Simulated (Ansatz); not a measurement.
# C₂H₈Al₂Si: a ladder of functionals and wavefunction methods

One table from this session's results is given with a row withheld; the runs are named, their logs left out.

Computed with Ansatz 0.2.0, Gaussian basis. Level: functionals in def2-TZVPP, the program's frozen cores in correlated methods.

Plan: LDA (SPW92), PBE-D4, revPBE-D4, BLYP-D4, r2SCAN-D4, B97M-V, PBE0-D4, B3LYP-D4, r2SCANh-D4, r2SCAN0-D4, HSE06-D4, BHLYP-D4, CAM-B3LYP-D4, LC-ωPBE, ωB97X-V, ωB97M-V, B2PLYP, PBE-QIDH; CCSD(T)/def2-SVP; CCSD(T)/def2-TZVPP; MP2/def2-QZVPP; extrapolation to the limit; RPA on PBE.

## The geometry

All runs share one geometry, relaxed beforehand with PBE0-D4 in a triple-zeta def2 set.

SMILES `[SiH3][AlH][Al]1[CH2][CH2]1`, 13 atoms, charge 0, spin multiplicity 1.

Atoms are counted from 1 here; the program's logs count them from 0.

Bond lengths: Si1–Al2 2.458 Å, Si1–H6 1.492 Å, Si1–H7 1.490 Å, Si1–H8 1.492 Å, Al2–Al3 2.515 Å, Al2–H9 1.592 Å, Al3–C4 1.953 Å, Al3–C5 1.953 Å, C4–C5 1.525 Å, C4–H10 1.088 Å, C4–H11 1.088 Å, C5–H12 1.088 Å, C5–H13 1.088 Å. Angles: Al2–Si1–H6 110.5°, Al2–Si1–H7 112.6°, Al2–Si1–H8 111.3°, H6–Si1–H7 107.4°, H6–Si1–H8 107.3°, H7–Si1–H8 107.6°, Si1–Al2–Al3 120.6°, Si1–Al2–H9 119.5°, Al3–Al2–H9 119.9°, Al2–Al3–C4 157.3°, Al2–Al3–C5 156.6°, C4–Al3–C5 45.9°, Al3–C4–C5 67.0°, Al3–C4–H10 119.0°, Al3–C4–H11 119.0°, C5–C4–H10 116.7°, C5–C4–H11 116.8°, H10–C4–H11 111.7° and more.

The first run:

in.yaml

```yaml
crystal:
  periodic: [false, false, false]
  atoms:
    - {symbol: Si, position_ang: [-3.147100, -0.038985, 1.156735]}
    - {symbol: Al, position_ang: [-0.823989, 0.625937, 1.606208]}
    - {symbol: Al, position_ang: [0.988352, 0.155021, -0.072338]}
    - {symbol: C, position_ang: [2.110161, 0.451247, -1.643504]}
    - {symbol: C, position_ang: [2.374971, -0.889738, -0.967799]}
    - {symbol: H, position_ang: [-4.021078, 1.164845, 1.036426]}
    - {symbol: H, position_ang: [-3.284794, -0.816871, -0.107111]}
    - {symbol: H, position_ang: [-3.696113, -0.876155, 2.262815]}
    - {symbol: H, position_ang: [-0.470101, 1.369739, 2.968397]}
    - {symbol: H, position_ang: [2.906506, 1.190140, -1.591195]}
    - {symbol: H, position_ang: [1.653512, 0.420567, -2.630070]}
    - {symbol: H, position_ang: [3.341022, -1.009161, -0.482703]}
    - {symbol: H, position_ang: [2.088950, -1.781286, -1.521059]}
basis:
  gaussian: {orbitals: def2-TZVPP}
hamiltonian: {xc: lda}
output: {orbitals: {seedname: orbitals}}
```

Steps of the session up to this table: LDA; PBE-D4 (GGA); revPBE-D4 (GGA); BLYP-D4 (GGA); r2SCAN-D4 (meta-GGA); B97M-V (meta-GGA); PBE0-D4 (hybrid); B3LYP-D4 (hybrid); r2SCANh-D4 (hybrid); r2SCAN0-D4 (hybrid); HSE06-D4 (hybrid); BHLYP-D4 (hybrid); CAM-B3LYP-D4 (range-separated); LC-ωPBE (range-separated); ωB97X-V (range-separated); ωB97M-V (range-separated); B2PLYP (double hybrid); PBE-QIDH (double hybrid).

One of the session's tables, all rows but one given; the rest of the session is left out.

It belongs to the step «Frontier levels by functional». 

```
  functional  HOMO (eV)  LUMO (eV)  gap (eV)
 LDA (SPW92)      -4.85      -3.29      1.55
      PBE-D4          ?          ?         ?
   revPBE-D4      -4.66      -3.03      1.63
     BLYP-D4      -4.54      -2.94      1.59
   r2SCAN-D4      -4.85      -3.00      1.85
      B97M-V      -4.88      -3.11      1.77
     PBE0-D4      -5.55      -2.51      3.04
    B3LYP-D4      -5.36      -2.63      2.73
  r2SCANh-D4      -5.16      -2.78      2.38
  r2SCAN0-D4      -5.65      -2.45      3.20
    HSE06-D4      -5.17      -2.86      2.30
    BHLYP-D4      -6.29      -1.76      4.53
CAM-B3LYP-D4      -6.66      -1.59      5.07
     LC-ωPBE      -7.90      -0.67      7.23
     ωB97X-V      -7.59      -0.73      6.86
     ωB97M-V      -7.46      -0.94      6.52
```

Q: Estimate the row for PBE-D4 from the others.

As computed: HOMO (eV): -4.72; LUMO (eV): -3.12; gap (eV): 1.60. In the column «HOMO (eV)» it lies between r2SCAN-D4 (-4.85) and revPBE-D4 (-4.66).
